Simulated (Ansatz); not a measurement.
# RuH+ (triplet): wave-function methods side by side, def2-QZVPP

One table from this session's results is given with a row withheld; the runs are named, their logs left out.

Method: def2-QZVPP, core rule «outside noble gas», up to 4 orbitals frozen; program: Ansatz 0.2.0, Gaussian basis.

To be run: UHF; ROHF; CCSD(T) on UHF.

**The system**

The geometry is a PBE0/def2-TZVP stationary point (not a proven minimum) of the parent state, kept for this charge and spin. No spin-orbit coupling is included. Elements past krypton take def2 core potentials.

2 atoms, charge 1, spin multiplicity 3.

Atoms are counted from 1 here; the program's logs count them from 0.

Bond lengths: Ru1–H2 1.589 Å.

The first run:

in.yaml

```yaml
crystal:
  periodic: [false, false, false]
  atoms:
    - {symbol: Ru, position_ang: [0.000000, 0.000000, 0.000000]}
    - {symbol: H, position_ang: [0.000000, 0.000000, 1.589200]}
basis:
  gaussian: {orbitals: "def2-QZVPP.json"}
total_charge: 1
magnetization: {spin_polarized: true, initial_magnetization: 2}
hamiltonian: {xc: hf}
output: {orbitals: {seedname: orbitals}}
```

Launch:

```console
> ansatz run in.yaml --threads 1 --pin off --events-out ev --progress --plain --max-ram 2816MiB --backend cpu
```

Among the steps run: UHF; ROHF; CCSD(T) on UHF.

One table of the session follows, with a row left open; its other results are not shown here.

| method | from UCCSD(T) (meV) |
| --- | --- |
| ROHF | +6641.2 |
| UHF | +6171.0 |
| UMP2 | +710.0 |
| UCCSD | ? |
| UCCSD(T) | 0 |

Q: Estimate the row for UCCSD from the others.

**Answer.** from UCCSD(T) (meV): +272.1. In the column «from UCCSD(T) (meV)» it lies between UCCSD(T) (0) and UMP2 (+710.0).
